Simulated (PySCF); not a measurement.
# Cl4H4O2Sn (trans-Sn(H2O)2Cl4): the cost of one run

Computed with PySCF 2.14.0 and routines of our own; the level stands in each step. Atoms count from 0.

### 1 The starting structure

11 atoms, charge 0, multiplicity 1; geometry from: GFN2-xTB.

### 2 Optimising the geometry at PBE0-D3(BJ)/def2-SVP

The job: settings as JSON, then the geometry in Å.

```
{"job": {"xc": "PBE0", "basis": "def2-SVP", "d3": "d3bj", "grid": 1, "maxiter": 30, "shake": 0.03, "kind": "geom"}, "charge": 0, "multiplicity": 1}
Sn     0.056190    -0.073270     0.011600
O     -0.028890     0.102400     2.672360
H     -0.861730     0.424900     3.098880
H      0.845800     0.503260     3.118900
O      0.000050    -0.142090    -2.710790
H     -0.744450    -0.524630    -3.131560
H      0.839570    -0.410940    -3.123390
Cl     2.467470     0.033770    -0.034690
Cl    -2.435440     0.010240     0.036160
Cl    -0.021680     2.419770     0.109060
Cl    -0.018830    -2.428910    -0.015630
```

Run with:

```sh
> OMP_NUM_THREADS=1 python heavy_run.py task.json out
```

The driver reads the jobs from task.json and runs them one after another.

Q: Estimate the wall time and peak memory of this first job on 1 thread of Arm Neoverse V2, shared host.

About 5.2 min, with a peak of 0.62 GiB.
